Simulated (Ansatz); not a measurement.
**C₆NS radical: geometry at several levels**

Aim: geometry at several levels, for C₆NS radical, with the cost of each level. Spin multiplicity 2.

Method: the levels named in each step, in Ansatz 0.2.0.

## 1. Starting point

Bond lengths: N1–C2 1.158 Å, C2–C3 1.338 Å, C3–C4 1.241 Å, C4–C5 1.302 Å, C5–C6 1.263 Å, C6–C7 1.278 Å, C7–S8 1.562 Å. Angles: N1–C2–C3 180.0°, C2–C3–C4 180.0°, C3–C4–C5 180.0°, C4–C5–C6 180.0°, C5–C6–C7 180.0°, C6–C7–S8 180.0°.

Structure file:

```xyz
8

N     0.0000    0.0000   -4.4318
C     0.0000    0.0000   -3.2734
C     0.0000    0.0000   -1.9354
C     0.0000    0.0000   -0.6943
C     0.0000    0.0000    0.6072
C     0.0000    0.0000    1.8701
C     0.0000    0.0000    3.1476
S     0.0000    0.0000    4.7101
```

## 2. A rough first relaxation, PBE-D4/def2-SVP

Contents of input.yaml:

```yaml
crystal:
  periodic: [false, false, false]
  atoms:
    - { symbol: "N", position_ang: [0.0, 0.0, -4.43183] }
    - { symbol: C, position_ang: [0.0, 0.0, -3.27341] }
    - { symbol: C, position_ang: [0.0, 0.0, -1.93537] }
    - { symbol: C, position_ang: [0.0, 0.0, -0.69434] }
    - { symbol: C, position_ang: [0.0, 0.0, 0.60718] }
    - { symbol: C, position_ang: [0.0, 0.0, 1.87006] }
    - { symbol: C, position_ang: [0.0, 0.0, 3.14764] }
    - { symbol: S, position_ang: [0.0, 0.0, 4.71006] }
magnetization:
  spin_polarized: true
  initial_magnetization: 1
basis:
  gaussian: { orbitals: def2-SVP }
hamiltonian:
  xc: pbe
  dispersion: d4
relax:
  f_tol: 0.03
  max_steps: 200
```

On the command line:

```console
$ ansatz run input.yaml --threads 4 --pin off --max-ram 10240MiB --backend cpu --events-out ev --progress --plain --runs-dir out
```

Further steps of the session: Relaxation, HF/STO-3G; Relaxation, HF/6-31G*; Relaxation, LDA/def2-SVP; Relaxation, PBE-D4/def2-SVP.

Before running it: what results should come out? Wanted: N1–C2 at PBE-D4/def2-SVP; C2–C3 at PBE-D4/def2-SVP; C3–C4 at PBE-D4/def2-SVP.

**Answer**, as computed:

| quantity | value |
| --- | --- |
| N1–C2 at PBE-D4/def2-SVP | 1.189 Å |
| C2–C3 at PBE-D4/def2-SVP | 1.351 Å |
| C3–C4 at PBE-D4/def2-SVP | 1.263 Å |

In words: The N1–C2 distance spreads over 0.086 Å, from HF/6-31G* (shortest) to HF/STO-3G. <S²> exceeds the pure value by up to 2.73: some mean fields break spin symmetry, which blurs their results.
